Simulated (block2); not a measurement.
**singlet [GaNH3]+: DMRG/ANO-RCC-MB (start occupation bias 0.1)**

Wanted: the energy of singlet [GaNH3]+. 

The calculation is run with block2 0.5.4.

4 further runs of the same task are left out: 2 that didn't finish, 2 set aside as unsound or not needed.

**1. Starting point**

[GaNH3]+ has 5 atoms, charge +1, and is taken as a singlet. As SMILES of the parent species, `[NH2][GaH]`. Geometry: relaxed at PBE0-D4/def2-TZVP. This is one conformer, not always the lowest. That shape belongs to the parent species and isn't relaxed for this state.

Bond lengths: N1–Ga2 1.825 Å, N1–H3 1.008 Å, N1–H4 1.006 Å, Ga2–H5 1.594 Å. Angles: N1–Ga2–H5 116.9°, Ga2–N1–H3 123.8°, Ga2–N1–H4 124.3°, H3–N1–H4 111.9°.

**2. A single-point energy at DMRG/ANO-RCC-MB (start occupation bias 0.1)**

prepare.py reads:

```python
from pyscf import ao2mo, gto, mcscf, mp, scf
from pyscf.tools import fcidump

geom = """
N     -0.211900    -0.684000     0.064700
Ga     0.815500     0.782900     0.417000
H     -0.946800    -0.701300    -0.625100
H     -0.115200    -1.569300     0.532000
H      0.508200     2.097900    -0.430100
"""
mol = gto.M(
    atom=geom,
    basis="ano-rcc-mb",
    charge=1,
    spin=0,
    verbose=3,
    max_memory=2000,
)
print("nao                            = %d" % (mol.nao))
mf = scf.RHF(mol)
mf.conv_tol = 1e-10
mf.max_cycle = 200
mf.kernel()
if not mf.converged:
    mf = mf.newton().run(mf.mo_coeff, mf.mo_occ)
print(f"reference energy               = {mf.e_tot:.10f}")
occ_no, mo = mcscf.addons.make_natural_orbitals(mp.MP2(mf, frozen=10).run())
mf.mo_coeff = mo
cas = mcscf.CASCI(mf, 16, 20)
h1, ecore = cas.get_h1eff()
fcidump.from_integrals("FCIDUMP", h1, cas.get_h2eff(), 16, 20, nuc=ecore, ms=0)
```

dmrg.conf reads:

```
sym c1
orbitals FCIDUMP
nelec 20
spin 0
irrep 1
occ 2 2 2 2 2 2 2 2 2 2 0 0 0 0 0 0
cbias 0.1
schedule
0 50 1E-09 1E-04
6 100 1E-09 1E-04
12 200 1E-09 1E-05
18 200 1E-10 0.0
end
maxiter 24
sweep_tol 1E-07
gaopt default
mem 2g
num_thrds 1
prefix ./tmp
outputlevel 1
onepdm
```

Command:

```sh
python prepare.py && block2main dmrg.conf
```

What values should one expect? Wanted: total energy.

**Answer.** As computed:

At DMRG/ANO-RCC-MB (start occupation bias 0.1), 10 core orbitals frozen:

```
    quantity           value
total energy  -1968.03282 Eh
```

The basis was made for a relativistic Hamiltonian, but the run is non-relativistic.
